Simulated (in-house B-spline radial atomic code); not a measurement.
# W⁺: a test of the Gauss points an interval

How far can the Gauss points an interval be changed before the W⁺ run goes wrong?

The numbers are computed with in-house B-spline radial atomic code version 1 (scalar-relativistic (spin-free one-electron X2C) M06-L, spherical fractional occupations, Fermi nucleus, basis-set limit), except any that are marked as measured or tabulated.

## Step 1: The system

```
element       : tungsten (Z = 74)
charge        : +1
electrons     : 73
configuration : [Xe] 4f14 5d4 6s1
Hamiltonian   : scalar-relativistic (X2C)
nucleus       : Fermi, rms radius 5.366 fm
```

Outer shells as boxes (Hund's rule):

[Xe] 4f14 5d4 6s1
```
[Xe] core
4f [↑↓][↑↓][↑↓][↑↓][↑↓][↑↓][↑↓]
5d [↑ ][↑ ][↑ ][↑ ][  ]
6s [↑ ]
```

The boxes only draw the filling; these runs are spin-restricted and spherical.

A run counts as converged when the orbital gradient is under the tolerance times 74 hartree (or under the basis's noise floor) and the energy moved by less than 1e-8 hartree times the root of its size. Energy differences under 5e-05 hartree are noise.

Input settings:

```ini
Z = 74
electrons = 73.0
configuration = [Xe] 4f14 5d4 6s1
hamiltonian = x2c
method = m06l
spin_polarised = False
nucleus = fermi
rms_radius = 5.3658
mass_number = 184
atomic_mass = 183.95093318
speed_of_light = 137.035999084
knot_spacing = 0.22
spline_order = 8
gauss_points = 12
box_radius = 35.29
max_iterations = 70
damping = 0.5
damped_steps = 3
diis_vectors = 10
tolerance = 1e-08
start = Thomas-Fermi
```

This reference run was done before. Its total energy is -16142.798047 hartree, and its levels are (the highest eight at most):

```
orbital  occupation  energy (eV)  <r> (bohr)
     4s           2      -587.57      0.4493
     4p           6      -440.81      0.4766
     4d          10      -250.02      0.5111
     5s           2      -87.206       1.072
     5p           6      -51.333       1.250
     4f          14      -41.396      0.6057
     6s           1      -12.056       2.942
     5d           4      -11.385       1.981
```

## Step 2: Gauss points an interval 3

Input settings:

```ini
Z = 74
electrons = 73.0
configuration = [Xe] 4f14 5d4 6s1
hamiltonian = x2c
method = m06l
spin_polarised = False
nucleus = fermi
rms_radius = 5.3658
mass_number = 184
atomic_mass = 183.95093318
speed_of_light = 137.035999084
knot_spacing = 0.22
spline_order = 8
gauss_points = 3
box_radius = 35.29
max_iterations = 70
damping = 0.5
damped_steps = 3
diis_vectors = 10
tolerance = 1e-08
start = Thomas-Fermi
```

On the command line:

```sh
python run_scf.py task.json out
```

task.json lists these runs, among others, and the program works through them in turn.

## Step 3: Gauss points an interval 4

Changes to the settings of step 2:

```diff
@@ -13,3 +13,3 @@
 spline_order = 8
-gauss_points = 3
+gauss_points = 4
 box_radius = 35.29
```

## Step 4: Gauss points an interval 5

Changes to the settings of step 3:

```diff
@@ -13,3 +13,3 @@
 spline_order = 8
-gauss_points = 4
+gauss_points = 5
 box_radius = 35.29
```

## Step 5: Gauss points an interval 6

Changes to the settings of step 4:

```diff
@@ -13,3 +13,3 @@
 spline_order = 8
-gauss_points = 5
+gauss_points = 6
 box_radius = 35.29
```

## Step 6: Gauss points an interval 8

Changes to the settings of step 5:

```diff
@@ -13,3 +13,3 @@
 spline_order = 8
-gauss_points = 6
+gauss_points = 8
 box_radius = 35.29
```

## Step 7: Gauss points an interval 16

Changes to the settings of step 6:

```diff
@@ -13,3 +13,3 @@
 spline_order = 8
-gauss_points = 8
+gauss_points = 16
 box_radius = 35.29
```

Before running: Which of these runs converge to the reference energy, which miss it and by about how much, and which fail?

**Answer**, as computed:

| run | outcome | iterations | energy less the reference (hartree) |
| --- | --- | --- | --- |
| reference | converged | 22 | 0 |
| Gauss points an interval 3 | converged | 14 | +819 |
| Gauss points an interval 4 | converged | 12 | +7.66e-05 |
| Gauss points an interval 5 | converged | 13 | below noise |
| Gauss points an interval 6 | not converged | 70 | - |
| Gauss points an interval 8 | converged | 15 | below noise |
| Gauss points an interval 16 | not converged | 70 | - |

Of 6 changed inputs, 2 gave the reference energy within 5e-05 hartree, 2 converged to another value and 2 did not converge. The worst converged miss is +819 hartree (Gauss points an interval 3): the integrals are too coarse.
